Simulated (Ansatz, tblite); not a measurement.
**C12H10S2: one state, many levels**

Aim: run the singlet of C12H10S2 at one geometry on many levels, and compare frontier levels, spin and run time.

Program: Ansatz 0.2.0, Gaussian basis. Level of theory: as each input shows. These are calculated values, not measurements.

Levels to be run: GFN1-xTB, GFN2-xTB, PBE-D4/def2-TZVP, r2SCAN-D4/def2-TZVP, B3LYP-D4/def2-TZVP, LDA/def2-TZVP, PBE-D4/def2-SVP, PBE0-D4/def2-SVP, HF/STO-3G, MP2/def2-SVP.

### 1 The structure

The singlet was relaxed beforehand with PBE-D4/def2-SVP.

SMILES `Sc1ccc(Sc2ccccc2)cc1`, 24 atoms, charge 0, spin multiplicity 1.

Bond lengths: S1–C2 1.774 Å, S1–H15 1.362 Å, C2–C3 1.413 Å, C2–C14 1.411 Å, C3–C4 1.398 Å, C3–H16 1.101 Å, C4–C5 1.410 Å, C4–H17 1.100 Å, C5–S6 1.782 Å, C5–C13 1.409 Å, S6–C7 1.784 Å, C7–C8 1.411 Å, C7–C12 1.410 Å, C8–C9 1.402 Å, C8–H18 1.101 Å, C9–C10 1.404 Å, C9–H19 1.101 Å, C10–C11 1.405 Å and more. Angles: C2–S1–H15 96.4°, S1–C2–C3 123.2°, S1–C2–C14 117.9°, C3–C2–C14 118.9°, C2–C3–C4 120.5°, C2–C3–H16 120.1°, C4–C3–H16 119.3°, C3–C4–C5 120.5°, C3–C4–H17 119.7°, C5–C4–H17 119.8°, C4–C5–S6 122.2°, C4–C5–C13 119.0°, S6–C5–C13 118.7°, C5–S6–C7 103.3°, S6–C7–C8 117.3°, S6–C7–C12 123.0°, C8–C7–C12 119.7°, C7–C8–C9 120.0° and more.

PBE0-D4/def2-TZVP was run before; its log isn't repeated, and its numbers join the tables.

### 2 GFN1-xTB

Tight binding, by tblite at 300 K electronic temperature and without a spin-polarisation term:

```python
tblite.interface.Calculator('GFN1-xTB', numbers, positions, charge=0, uhf=0).singlepoint()
```

Energy -1037.2782 eV, HOMO -10.58 eV, LUMO -7.40 eV; 0.015 s.

### 3 GFN2-xTB

Tight binding, by tblite at 300 K electronic temperature and without a spin-polarisation term:

```python
tblite.interface.Calculator('GFN2-xTB', numbers, positions, charge=0, uhf=0).singlepoint()
```

Energy -1013.5687 eV, HOMO -9.85 eV, LUMO -6.92 eV; 0.013 s.

### 4 PBE-D4/def2-TZVP

start.molden holds the orbitals of an earlier run on this state, given as this run's starting guess.

The input, in.yaml:

```yaml
crystal:
  periodic: [false, false, false]
  atoms:
    - {symbol: S, position_ang: [5.054235, 1.246010, 0.576013]}
    - {symbol: C, position_ang: [3.524394, 0.449532, 0.159577]}
    - {symbol: C, position_ang: [2.450374, 1.117563, -0.469325]}
    - {symbol: C, position_ang: [1.271445, 0.433069, -0.779060]}
    - {symbol: C, position_ang: [1.123664, -0.927224, -0.438311]}
    - {symbol: S, position_ang: [-0.327254, -1.863220, -0.878907]}
    - {symbol: C, position_ang: [-1.670106, -0.823022, -0.332260]}
    - {symbol: C, position_ang: [-2.881281, -0.900863, -1.051104]}
    - {symbol: C, position_ang: [-3.995566, -0.160238, -0.630976]}
    - {symbol: C, position_ang: [-3.908762, 0.678393, 0.491580]}
    - {symbol: C, position_ang: [-2.698982, 0.759747, 1.201743]}
    - {symbol: C, position_ang: [-1.585557, 0.006634, 0.804972]}
    - {symbol: C, position_ang: [2.189957, -1.591917, 0.198839]}
    - {symbol: C, position_ang: [3.382269, -0.916010, 0.484619]}
    - {symbol: H, position_ang: [4.718617, 2.476868, 0.100557]}
    - {symbol: H, position_ang: [2.541886, 2.181899, -0.736036]}
    - {symbol: H, position_ang: [0.450870, 0.962414, -1.285948]}
    - {symbol: H, position_ang: [-2.941485, -1.538815, -1.946506]}
    - {symbol: H, position_ang: [-4.936615, -0.229567, -1.198715]}
    - {symbol: H, position_ang: [-4.780339, 1.268922, 0.811748]}
    - {symbol: H, position_ang: [-2.621827, 1.409616, 2.087472]}
    - {symbol: H, position_ang: [-0.646143, 0.063552, 1.374720]}
    - {symbol: H, position_ang: [2.079250, -2.650974, 0.476461]}
    - {symbol: H, position_ang: [4.206926, -1.452396, 0.978828]}
basis:
  gaussian: {orbitals: def2-TZVP, initial_orbitals: start.molden}
hamiltonian: {xc: pbe, dispersion: d4}
scf: {omitted_lower_state_checks: [starts]}
output: {forces: true, orbitals: {seedname: orbitals}}
```

Launch:

```
$ ansatz run in.yaml --threads 4 --pin off --events-out ev --progress --plain --max-ram 9574MiB
```

The runs that follow: r2SCAN-D4/def2-TZVP; B3LYP-D4/def2-TZVP; LDA/def2-TZVP; PBE-D4/def2-SVP; PBE0-D4/def2-SVP; HF/STO-3G; MP2/def2-SVP.

Before running them: what should the planned runs give, taken together? Wanted: gap in def2-TZVP, named functionals, smallest and largest; correlation energy, MP2/def2-SVP; binding an atom, functionals in def2-TZVP; PBE0 total energy, smallest basis above largest.

As calculated:

| quantity | value |
| --- | --- |
| gap in def2-TZVP, named functionals, smallest and largest | 3.12 eV (LDA), 4.96 eV (PBE0-D4) |
| correlation energy, MP2/def2-SVP | -49.68 eV |
| binding an atom, functionals in def2-TZVP | 4.94 (B3LYP-D4) to 5.75 eV (LDA) |
| PBE0 total energy, smallest basis above largest | 20.58 eV (def2-SVP, def2-TZVP) |

**Reading.** Orbital gaps of the named functionals in def2-TZVP span 3.12 eV (LDA) to 4.96 eV (PBE0-D4); exact exchange widens it.
